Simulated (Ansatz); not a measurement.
**Lu2PN: how the settings move a single-point run**

How sensitive is a single-point run of Lu2PN to its settings? A reference run comes first, then three runs with altered input. The cell is built on a prototype (ordering on rocksalt) and needn't be the phase found in nature.

Program: Ansatz 0.2.0. Level of theory: reference: DFT, HSE06, plane waves, PAW. These are calculated values, not measurements.

5 further runs of the same task are left out: 1 for a known fault of the program, 4 that didn't finish.

### 1 The structure to begin with

Symmetry: P4/mmm, No. 123, tetragonal system. Conventional cell: a = 3.643 Å, b = 3.643 Å, c = 5.196 Å, α = 90.00°, β = 90.00°, γ = 90.00°. Around N (site symmetry 4/mmm) lie 6 Lu at 2.58 to 2.60 Å. Around Lu (site symmetry 4/mmm) lie 4 P at 2.58 Å and 2 N at 2.60 Å. P (site symmetry 4/mmm) is surrounded by 6 Lu at 2.58 to 2.60 Å. Around Lu (site symmetry 4/mmm) lie 4 N at 2.58 Å and 2 P at 2.60 Å.

Coordinates:

```cif
data_structure
_symmetry_space_group_name_H-M 'P4/mmm'
_symmetry_Int_Tables_number 123
_cell_length_a 3.6431
_cell_length_b 3.6431
_cell_length_c 5.1958
_cell_angle_alpha 90.000
_cell_angle_beta 90.000
_cell_angle_gamma 90.000
_cell_volume 68.96
loop_
_atom_site_label
_atom_site_type_symbol
_atom_site_symmetry_multiplicity
_atom_site_Wyckoff_symbol
_atom_site_fract_x
_atom_site_fract_y
_atom_site_fract_z
_atom_site_occupancy
N1 N 1 a 0.00000 0.00000 0.00000 1
Lu1 Lu 1 b 0.00000 0.00000 0.50000 1
P1 P 1 d 0.50000 0.50000 0.50000 1
Lu2 Lu 1 c 0.50000 0.50000 0.00000 1
```

### 2 Reference

input.yaml

```yaml
crystal:
  lattice:
    - [3.6431189712, 0.0, 0.0]
    - [0.0, 3.6431189712, 0.0]
    - [0.0, 0.0, 5.1957593964]
  atoms:
    - { symbol: "N", position: [0.0, 0.0, 0.0] }
    - { symbol: Lu, position: [0.0, 0.0, 0.5] }
    - { symbol: P, position: [0.5, 0.5, 0.5] }
    - { symbol: Lu, position: [0.5, 0.5, 0.0] }
kpoints:
  mp_grid: { grid: [4, 4, 2] }
hamiltonian:
  xc: hse06
scf:
  occupations: { method: fermi_dirac, width: 0.02 }
  n_extra_bands: 5
output:
  forces: true
  stress: true
  eigenvalues: true
```

Started as:

```console
$ ansatz run input.yaml --threads 4 --pin off --max-ram 3686MiB --backend cpu --events-out ev --progress --plain --runs-dir out
```

### 3 Variant: mp_grid.grid [6, 6, 4], xc pbe, accuracy low

input.yaml: that of step 2 with these lines changed.

```diff
@@ -11,5 +11,5 @@
 kpoints:
-  mp_grid: { grid: [4, 4, 2] }
+  mp_grid: { grid: [6, 6, 4] }
 hamiltonian:
-  xc: hse06
+  xc: pbe
 scf:
@@ -21 +21,2 @@
   eigenvalues: true
+accuracy: low
```

### 4 Variant: exchange pbe, correlation pbe, coeff 0.4, omega 0.5

input.yaml: that of step 2 with these lines changed.

```diff
@@ -13,3 +13,3 @@
 hamiltonian:
-  xc: hse06
+  xc: { exchange: pbe, correlation: pbe, exx: { coeff: 0.4, omega: 0.5 } }
 scf:
```

### 5 Variant: exchange pbe, correlation pbe, coeff 0.15, omega 0.2078

input.yaml: that of step 2 with these lines changed.

```diff
@@ -13,3 +13,6 @@
 hamiltonian:
-  xc: hse06
+  xc:
+    exchange: pbe
+    correlation: pbe
+    exx: { coeff: 0.15, omega: 0.2078 }
 scf:
```

What does the calculation give? Wanted: for each run, ending; energy change; pressure; gap; force.

As calculated:

```tsv
run	ending	energy change	pressure (GPa)	gap (eV)	force (eV/Å)	cycles	time
reference	converged	-	1.7	0.00	0.00	23	13 s
1: mp_grid.grid [6, 6, 4], xc pbe, accuracy low	converged	not comparable	1.2	0.00	0.00	8	1.4 s
2: exchange pbe, correlation pbe, coeff 0.4, omega 0.5	converged	not comparable	2.2	0.00	0.00	25	13 s
3: exchange pbe, correlation pbe, coeff 0.15, omega 0.2078	converged	not comparable	1.7	0.00	0.00	20	12 s
```

Residual by cycle in the longest SCF loop of each run; runs are numbered as in the table. The quantity is the density residual dr2, in eV.

```tsv
cycle	reference	run 1	run 2	run 3
1	0.00753	0.00396	0.00906	0.00684
2	0.00183	7.9e-4	0.00298	0.00129
3	4.1e-4	5.0e-4	6.0e-4	2.0e-4
4	2.4e-5	4.6e-5	5.0e-5	9.6e-6
5	4.8e-6	8.9e-6	7.3e-6	1.8e-6
6	1.2e-7	3.7e-6	1.9e-7	5.7e-8
7	1.2e-8	7.9e-7	2.1e-8	9.6e-9
8	2.5e-10	7.6e-8	2.9e-9	5.8e-10
9	-	-	1.8e-10	-
```

Of the variants the dearest is «exchange pbe, correlation pbe, coeff 0.4, omega 0.5» (13 s), the cheapest «mp_grid.grid [6, 6, 4], xc pbe, accuracy low» (1.4 s), on a shared host.
